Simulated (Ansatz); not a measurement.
# Cl2H5NSi2: one species, many methods

The task here is to estimate one member of a computed series from the others.

Method: functionals in def2-TZVPP, the program's frozen cores in correlated methods; program: Ansatz 0.2.0, Gaussian basis.

Plan: LDA (SPW92), PBE-D4, revPBE-D4, BLYP-D4, r2SCAN-D4, B97M-V, PBE0-D4, B3LYP-D4, r2SCANh-D4, r2SCAN0-D4, HSE06-D4, BHLYP-D4, CAM-B3LYP-D4, LC-ωPBE, ωB97X-V, ωB97M-V, B2PLYP, PBE-QIDH; CCSD(T)/def2-SVP; CCSD(T)/def2-TZVPP; MP2/def2-QZVPP; extrapolation to the limit; RPA on PBE.

## Structure used throughout

The geometry comes from an earlier relaxation with PBE0-D4 in a triple-zeta def2 set; it is a stationary point, not always the lowest conformer.

10 atoms, charge 0, spin multiplicity 1.

Atoms are counted from 1 here; the program's logs count them from 0.

Bond lengths: Si1–N2 1.736 Å, Si1–H6 1.486 Å, Si1–H7 1.483 Å, Si1–H8 1.486 Å, N2–Si3 1.697 Å, N2–H9 1.012 Å, Si3–Cl4 2.045 Å, Si3–Cl5 2.049 Å, Si3–H10 1.471 Å. Angles: N2–Si1–H6 111.5°, N2–Si1–H7 106.7°, N2–Si1–H8 110.6°, H6–Si1–H7 109.7°, H6–Si1–H8 108.1°, H7–Si1–H8 110.1°, Si1–N2–Si3 128.0°, Si1–N2–H9 116.2°, Si3–N2–H9 115.7°, N2–Si3–Cl4 110.1°, N2–Si3–Cl5 112.6°, N2–Si3–H10 109.5°, Cl4–Si3–Cl5 106.4°, Cl4–Si3–H10 110.0°, Cl5–Si3–H10 108.2°.

Coordinates:

```xyz
10
charge 0, multiplicity 1
Si   -0.4326    1.5427   -0.2082
N     0.5955    0.1637    0.0252
Si    0.1449   -1.4692    0.1252
Cl    1.4489   -2.6238   -0.9469
Cl    0.1883   -2.1802    2.0462
H    -0.4463    2.4217    0.9901
H    -1.7970    1.0199   -0.4606
H     0.0288    2.3496   -1.3674
H     1.5736    0.3596    0.1951
H    -1.2208   -1.6351   -0.3958
```

Set-up of the first run:

in.yaml

```yaml
crystal:
  periodic: [false, false, false]
  atoms:
    - {symbol: Si, position_ang: [-0.432643, 1.542715, -0.208233]}
    - {symbol: N, position_ang: [0.595494, 0.163666, 0.025153]}
    - {symbol: Si, position_ang: [0.144941, -1.469159, 0.125151]}
    - {symbol: Cl, position_ang: [1.448910, -2.623765, -0.946914]}
    - {symbol: Cl, position_ang: [0.188259, -2.180232, 2.046223]}
    - {symbol: H, position_ang: [-0.446328, 2.421739, 0.990059]}
    - {symbol: H, position_ang: [-1.797040, 1.019851, -0.460608]}
    - {symbol: H, position_ang: [0.028779, 2.349561, -1.367353]}
    - {symbol: H, position_ang: [1.573581, 0.359590, 0.195084]}
    - {symbol: H, position_ang: [-1.220850, -1.635068, -0.395762]}
basis:
  gaussian: {orbitals: def2-TZVPP}
hamiltonian: {xc: lda}
output: {orbitals: {seedname: orbitals}}
```

On the command line:

```sh
$ ansatz run in.yaml --threads 4 --pin off --events-out ev --progress --plain --max-ram 10444MiB
```

Steps of the session up to this table: LDA; PBE-D4 (GGA); revPBE-D4 (GGA); BLYP-D4 (GGA); r2SCAN-D4 (meta-GGA); B97M-V (meta-GGA); B3LYP-D4 (hybrid); r2SCANh-D4 (hybrid); r2SCAN0-D4 (hybrid); HSE06-D4 (hybrid); BHLYP-D4 (hybrid); CAM-B3LYP-D4 (range-separated); LC-ωPBE (range-separated); ωB97X-V (range-separated); ωB97M-V (range-separated); B2PLYP (double hybrid); PBE-QIDH (double hybrid).

One of the session's tables, all rows but one given; the rest of the session is left out.

It belongs to the step «Orbital energies across the functionals». 

```
  functional  HOMO (eV)  gap (eV)
 LDA (SPW92)      -6.92      5.76
      PBE-D4      -6.79      5.88
   revPBE-D4      -6.74      5.94
     BLYP-D4      -6.64      5.87
   r2SCAN-D4      -7.11      6.63
      B97M-V      -7.24      6.49
     PBE0-D4      -8.15      8.09
    B3LYP-D4      -7.90      7.63
  r2SCANh-D4      -7.62      7.41
  r2SCAN0-D4      -8.38      8.58
    HSE06-D4      -7.75      7.32
    BHLYP-D4      -9.42     10.18
CAM-B3LYP-D4      -9.52     10.41
     LC-ωPBE     -10.92     13.00
     ωB97X-V     -10.55     12.46
     ωB97M-V          ?         ?
```

**Question.** Estimate the row for ωB97M-V.

**Answer.** HOMO (eV): -10.43; gap (eV): 11.98. In the column «HOMO (eV)» it lies between ωB97X-V (-10.55) and CAM-B3LYP-D4 (-9.52).
